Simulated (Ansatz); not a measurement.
Geometry optimisation, Ansatz 0.2.0, DFT PBE, scalar-relativistic, plane waves, PAW.

Input:

```yaml
crystal:
  lattice:
    - [5.972216, 0.0, 0.0]
    - [2.147084, 6.430198, 0.0]
    - [0.0, 0.0, 17.2497]
  atoms:
    - { symbol: Fe, position: [0.0, 0.0, 0.05797202], spin: 2.5 }
    - { symbol: Fe, position: [0.35594901, 0.4006846, 0.13233427], spin: 2.5 }
    - { symbol: Se, position: [0.04528825, 0.25396378, 0.14468339] }
    - { symbol: Se, position: [0.66660978, 0.54740542, 0.11998514] }
    - { symbol: Se, position: [0.61430145, 0.06200024, 0.10905727] }
    - { symbol: Se, position: [0.09759658, 0.73936895, 0.15561126] }
    - { symbol: Fe, position: [0.71189803, 0.8013692, 0.20669651], spin: 2.5 }
    - { symbol: Fe, position: [0.06784709, 0.20205374, 0.28105876], spin: 2.5 }
    - { symbol: Se, position: [0.75718629, 0.05533292, 0.29340788] }
    - { symbol: Se, position: [0.37850785, 0.34877456, 0.26870963] }
    - { symbol: Se, position: [0.32619952, 0.86336944, 0.25778176] }
    - { symbol: Se, position: [0.80949462, 0.54073809, 0.30433575] }
    - { symbol: C, position: [0.17140067, 0.58429403, 0.33332177], spin: 1.0 }
    - { symbol: H, position: [0.25751816, 0.13806589, 0.35419169] }
    - { symbol: O, position: [0.20070854, 0.46822862, 0.39998959] }
magnetization:
  spin_polarized: true
basis:
  ecutwfc: 420.0
kpoints:
  mp_grid: { grid: [3, 2, 1] }
hamiltonian:
  xc: pbe
scf:
  occupations: { method: gaussian, width: 0.02 }
  lower_state_search: "off"
relax:
  f_tol: 0.03
  max_steps: 60
  adjacent_minimum: "off"
  constraints: [{ sites: [0] }]
```

Launched with:

```bash
$ ansatz run input.yaml --threads 4 --pin off --max-ram 10240MiB --backend cpu --events-out ev --progress --plain --runs-dir out
```

Question: Where does it end, and by what steps?

Answer: The run converged. No Hubbard correction was used and the magnetic state wasn't searched. Limits of this set-up: thin slab, slab without dipole correction, a typed lattice constant that wasn't relaxed here. After 18 steps the energy has fallen by 4.309 eV; O15 moved furthest, 2.01 Å. Parted: Se10–C13 (2.02 → 3.49 Å). Joined: Fe1–Fe7 (3.58 → 3.02 Å), Fe2–Fe8 (3.58 → 2.84 Å), Se9–C13 (3.43 → 2.22 Å).

```json
{"step": "0", "energy less start (eV)": "0.0000", "largest force component (eV/Å)": "6.664", "accepted": "yes"}
{"step": "1", "energy less start (eV)": "-1.5891", "largest force component (eV/Å)": "6.428", "accepted": "yes"}
{"step": "2", "energy less start (eV)": "-2.7716", "largest force component (eV/Å)": "3.524", "accepted": "yes"}
{"step": "3", "energy less start (eV)": "-3.3097", "largest force component (eV/Å)": "0.988", "accepted": "yes"}
{"step": "4", "energy less start (eV)": "-3.5436", "largest force component (eV/Å)": "0.660", "accepted": "yes"}
{"step": "5", "energy less start (eV)": "-3.6651", "largest force component (eV/Å)": "0.534", "accepted": "yes"}
{"step": "6", "energy less start (eV)": "-3.8212", "largest force component (eV/Å)": "0.493", "accepted": "yes"}
{"step": "7", "energy less start (eV)": "-3.9521", "largest force component (eV/Å)": "0.524", "accepted": "yes"}
{"step": "8", "energy less start (eV)": "-4.0383", "largest force component (eV/Å)": "0.565", "accepted": "yes"}
{"step": "9", "energy less start (eV)": "-4.1041", "largest force component (eV/Å)": "0.834", "accepted": "yes"}
{"step": "10", "energy less start (eV)": "-4.1524", "largest force component (eV/Å)": "0.274", "accepted": "yes"}
{"step": "11", "energy less start (eV)": "-4.1757", "largest force component (eV/Å)": "0.415", "accepted": "yes"}
{"step": "12", "energy less start (eV)": "-4.1903", "largest force component (eV/Å)": "0.437", "accepted": "yes"}
{"step": "13", "energy less start (eV)": "-4.2167", "largest force component (eV/Å)": "0.280", "accepted": "yes"}
{"step": "14", "energy less start (eV)": "-4.2536", "largest force component (eV/Å)": "0.291", "accepted": "yes"}
{"step": "15", "energy less start (eV)": "-4.2799", "largest force component (eV/Å)": "0.548", "accepted": "yes"}
{"step": "16", "energy less start (eV)": "-4.3033", "largest force component (eV/Å)": "0.304", "accepted": "yes"}
{"step": "17", "energy less start (eV)": "-4.3081", "largest force component (eV/Å)": "0.035", "accepted": "yes"}
{"step": "18", "energy less start (eV)": "-4.3090", "largest force component (eV/Å)": "0.019", "accepted": "yes"}
```

```xyz
15
Lattice="5.9722 0.0000 0.0000 2.1471 6.4302 0.0000 0.0000 0.0000 17.2497" Properties=species:S:1:pos:R:3
Fe 0.000 0.000 1.000
Fe 3.309 2.563 2.440
Se 1.109 1.841 2.073
Se 5.371 3.620 1.820
Se 3.750 0.436 1.380
Se 2.593 4.760 2.495
Fe 6.382 5.304 3.194
Fe 1.522 1.559 4.403
Se 5.263 0.379 4.742
Se 3.563 2.392 4.702
Se 4.301 5.779 4.222
Se 6.578 3.751 5.004
C 1.751 5.049 6.055
H 1.524 1.270 5.886
O 2.254 5.011 7.114
```

Whether the end is a true minimum wasn't checked by a vibrational analysis.

Time of the run: 7.6 min on 4 threads of AMD EPYC 9R14 (Zen 4), on a shared host, peak memory 2.7 GiB.
